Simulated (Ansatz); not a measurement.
# BFHInO: taking an electron away

The task here is to estimate one member of a computed series from the others.

Computed with Ansatz 0.2.0, Gaussian basis. Level: unrestricted cation, the program's frozen cores in correlated methods.

Levels to be run: UKS PBE-D4/def2-TZVPP; UKS r2SCAN-D4/def2-TZVPP; UKS PBE0-D4/def2-TZVPP; UKS B3LYP-D4/def2-TZVPP; UKS wB97X-V/def2-TZVPP; UKS wB97M-V/def2-TZVPP; UKS B2PLYP/def2-TZVPP; UHF-CCSD(T)/def2-TZVPP; UHF-MP2/def2-QZVPP; extrapolation to the limit; then −ε(HOMO) from the neutral's earlier runs with LDA (SPW92), PBE-D4, revPBE-D4, BLYP-D4, r2SCAN-D4, B97M-V, PBE0-D4, B3LYP-D4, r2SCANh-D4, r2SCAN0-D4, HSE06-D4, BHLYP-D4, CAM-B3LYP-D4, LC-ωPBE, ωB97X-V, ωB97M-V.

### Structure used throughout

All runs share one geometry, relaxed beforehand with PBE0-D4 in a triple-zeta def2 set. In takes the def2 core potential; no spin-orbit term is included.

5 atoms, charge 0, spin multiplicity 1.

Atoms are counted from 1 here; the program's logs count them from 0.

Bond lengths: F1–B3 1.360 Å, In2–O4 2.078 Å, B3–O4 1.319 Å, B3–H5 1.202 Å. Angles: F1–B3–O4 120.1°, F1–B3–H5 115.5°, O4–B3–H5 124.4°, In2–O4–B3 128.0°.

The first run:

The input, in.yaml:

```yaml
crystal:
  periodic: [false, false, false]
  atoms:
    - {symbol: F, position_ang: [-1.331287, 0.148222, -0.517165]}
    - {symbol: In, position_ang: [0.362073, -2.067162, 1.273856]}
    - {symbol: B, position_ang: [-0.037289, 0.522630, -0.330058]}
    - {symbol: O, position_ang: [0.780774, -0.246520, 0.362770]}
    - {symbol: H, position_ang: [0.275629, 1.569129, -0.830802]}
basis:
  gaussian: {orbitals: def2-TZVPP}
total_charge: 1
magnetization: {spin_polarized: true, initial_magnetization: 1}
hamiltonian: {xc: pbe, dispersion: d4}
```

Run with:

```
> ansatz run in.yaml --threads 2 --pin off --events-out ev --progress --plain --max-ram 4352MiB
```

Among the steps run: Cation, UKS PBE-D4/def2-TZVPP; Cation, UKS r2SCAN-D4/def2-TZVPP; Cation, UKS PBE0-D4/def2-TZVPP; Cation, UKS B3LYP-D4/def2-TZVPP; Cation, UKS wB97X-V/def2-TZVPP; Cation, UKS wB97M-V/def2-TZVPP; Cation, UKS B2PLYP (frozen core)/def2-TZVPP; Cation, UHF-CCSD(T)/def2-TZVPP; Cation, UHF-MP2/def2-QZVPP.

One of the session's tables, all rows but one given; the rest of the session is left out.

Orbital estimates, from the neutral's runs:

```
  functional  −ε(HOMO) (eV)
 LDA (SPW92)           6.43
      PBE-D4           6.19
   revPBE-D4           6.11
     BLYP-D4           6.11
   r2SCAN-D4           6.47
      B97M-V              ?
     PBE0-D4           7.32
    B3LYP-D4           7.19
  r2SCANh-D4           6.90
  r2SCAN0-D4           7.53
    HSE06-D4           6.92
    BHLYP-D4           8.31
CAM-B3LYP-D4           8.63
     LC-ωPBE           9.74
     ωB97X-V           9.48
     ωB97M-V           9.45
```

**Question.** Estimate the row for B97M-V.

As computed: −ε(HOMO) (eV): 6.36. In the column «−ε(HOMO) (eV)» it lies between PBE-D4 (6.19) and LDA (SPW92) (6.43).
